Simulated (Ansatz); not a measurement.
# CH₆BFO₂Si: up Jacob's ladder to CCSD(T)

Aim: compute CH₆BFO₂Si with functionals from several rungs and with coupled cluster, and see how far each lands from CCSD(T) at the basis-set limit for the atomisation energy.

The runs use Ansatz 0.2.0, Gaussian basis; functionals in def2-TZVPP, the program's frozen cores in correlated methods.

Plan: PBE-D4, r2SCAN-D4, PBE0-D4, B3LYP-D4, ωB97X-V, ωB97M-V, B2PLYP; CCSD(T)/def2-TZVPP; MP2/def2-QZVPP; extrapolation to the limit.

### Step 1. The geometry

All runs share one geometry, relaxed beforehand with PBE0-D4 in a triple-zeta def2 set.

12 atoms, charge 0, spin multiplicity 1.

Atoms are counted from 1 here; the program's logs count them from 0.

Bond lengths: C1–B2 1.557 Å, C1–H7 1.096 Å, C1–H8 1.091 Å, C1–H9 1.096 Å, B2–O3 1.360 Å, B2–H10 1.207 Å, O3–Si4 1.635 Å, Si4–O5 1.619 Å, Si4–F6 1.588 Å, Si4–H11 1.468 Å, O5–H12 0.958 Å. Angles: B2–C1–H7 110.0°, B2–C1–H8 113.8°, B2–C1–H9 109.8°, H7–C1–H8 108.9°, H7–C1–H9 105.1°, H8–C1–H9 108.8°, C1–B2–O3 120.6°, C1–B2–H10 121.3°, O3–B2–H10 118.1°, B2–O3–Si4 133.2°, O3–Si4–O5 110.4°, O3–Si4–F6 105.8°, O3–Si4–H11 113.0°, O5–Si4–F6 110.5°, O5–Si4–H11 108.0°, F6–Si4–H11 109.1°, Si4–O5–H12 119.7°.

### Step 2. PBE-D4 (GGA)

The input, in.yaml:

```yaml
crystal:
  periodic: [false, false, false]
  atoms:
    - {symbol: C, position_ang: [-0.954752, 1.442534, -1.465121]}
    - {symbol: B, position_ang: [-0.294302, 0.948448, -0.144582]}
    - {symbol: O, position_ang: [0.192896, -0.317880, -0.045452]}
    - {symbol: Si, position_ang: [0.950346, -1.135103, 1.150475]}
    - {symbol: O, position_ang: [0.268335, -2.588232, 1.360085]}
    - {symbol: F, position_ang: [2.459422, -1.290197, 0.679429]}
    - {symbol: H, position_ang: [-1.977324, 1.784019, -1.267394]}
    - {symbol: H, position_ang: [-0.979165, 0.689660, -2.254641]}
    - {symbol: H, position_ang: [-0.425179, 2.327550, -1.836435]}
    - {symbol: H, position_ang: [-0.200452, 1.670462, 0.817575]}
    - {symbol: H, position_ang: [0.918031, -0.429540, 2.436836]}
    - {symbol: H, position_ang: [0.119043, -3.156921, 0.603325]}
basis:
  gaussian: {orbitals: def2-TZVPP}
hamiltonian: {xc: pbe, dispersion: d4}
output: {forces: true, orbitals: {seedname: orbitals}}
```

The run is started by

```sh
$ ansatz run in.yaml --threads 4 --pin off --events-out ev --progress --plain --max-ram 10444MiB
```

The runs that follow: r2SCAN-D4 (meta-GGA); PBE0-D4 (hybrid); B3LYP-D4 (hybrid); ωB97X-V (range-separated); ωB97M-V (range-separated); B2PLYP (double hybrid); CCSD(T) in def2-TZVPP; MP2 in def2-QZVPP.

**Question.** What will the summary of the whole plan be? Wanted: atomisation energy, CCSD(T)/CBS; farthest; mean size of error, hybrid; mean size of error, range-separated; gap, smallest and largest; T1 diagnostic; triples share of the correlation energy.

As calculated:

| quantity | value |
| --- | --- |
| atomisation energy, CCSD(T)/CBS | 51.351 eV |
| functionals within 0.257 eV (0.5 %) | r2SCAN-D4, B3LYP-D4, ωB97X-V, ωB97M-V |
| farthest | B2PLYP (-0.535 eV) |
| mean size of error, hybrid | 0.352 eV |
| mean size of error, range-separated | 0.063 eV |
| gap, smallest and largest | 5.81 eV (PBE-D4), 13.00 eV (ωB97X-V) |
| T1 diagnostic | 0.0121 |
| triples share of the correlation energy | 3.3 % |

In words: PBE-D4 is off by +0.404 eV. Double hybrids carry the basis error of their MP2 part in triple zeta, and no dispersion term here, so their miss is partly the set-up's. Misses under about 0.257 eV are within the doubt on the reference itself, which lacks core-valence correlation, relativity and higher excitations. Hartree-Fock recovers 75 % of the binding; the rest is correlation. The gap grows from 5.8 to 13.0 eV across the functionals, mostly with the share of exact exchange.
